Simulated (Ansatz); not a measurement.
# TaSeF: relaxation of cell and atoms with PBE

TaSeF:

```xyz
3
Lattice="3.6698 0.0000 0.0000 0.0000 3.6698 0.0000 0.0000 0.0000 4.1453" Properties=species:S:1:pos:R:3 pbc="T T T"
Ta    0.0000    0.0000    2.0727
Se    1.8349    1.8349    2.0727
F     0.0000    0.0000    0.0000
```

The cell was built by a generator and needn't be a form met in nature.

- Program: Ansatz 0.2.0
- Task: relaxation of cell and atoms
- Functional: PBE
- Potentials or basis: Ansatz PAW
- Cutoff: 420 eV (not typed: the program's choice for these potentials)
- k mesh: 5 × 5 × 5
- Occupations: fermi-dirac, width 0.05 eV
- Spin: no spin polarisation

- Relaxed volume: 18.58 Å³/atom
- Relaxed cell: a = 3.662 Å, b = 3.662 Å, c = 4.156 Å, α = 90.00°, β = 90.00°, γ = 90.00°
- Space group after relaxing (to 0.05 Å): P4/mmm (No. 123)
- Energy gained by relaxing: 0.2 meV/atom
- Ionic steps: 5
- Pressure after relaxing: 0.0 GPa
- Band gap on the k mesh: none (metal or under the smearing width)

The path:
```csv
step,energy change (eV),largest force (eV/Å),volume (Å³)
1,0.0000,0.0000,55.83
2,-0.0010,0.0000,55.57
3,-0.0009,0.0000,55.77
4,-0.0010,0.0000,55.73
5,-0.0007,0.0000,55.73
```

Final structure:
```cif
data_structure
_symmetry_space_group_name_H-M 'P 1'
_symmetry_Int_Tables_number 1
_cell_length_a 3.6619
_cell_length_b 3.6619
_cell_length_c 4.1562
_cell_angle_alpha 90.000
_cell_angle_beta 90.000
_cell_angle_gamma 90.000
_cell_volume 55.73
loop_
_atom_site_label
_atom_site_type_symbol
_atom_site_fract_x
_atom_site_fract_y
_atom_site_fract_z
_atom_site_occupancy
Ta1 Ta 0.00000 0.00000 0.50000 1
Se1 Se 0.50000 0.50000 0.50000 1
F1 F 0.00000 0.00000 0.00000 1
```

Levels at points of the mesh, in eV from the Fermi level:
```tsv
k point	band 16	band 17	band 18	band 19	band 20	band 21
(0.00, 0.00, 0.00)	-3.06	-2.99	-2.99	-0.92	-0.10	-0.10
```

Wall time 3.9 s on 2 threads of Arm Neoverse V2, on a shared host, peak memory 0.34 GiB.

Caveat: the plane-wave basis is chosen anew once the cell has moved, so the energies of steps on either side of that aren't comparable. Spin-orbit coupling is left out, which matters for the levels of Ta.
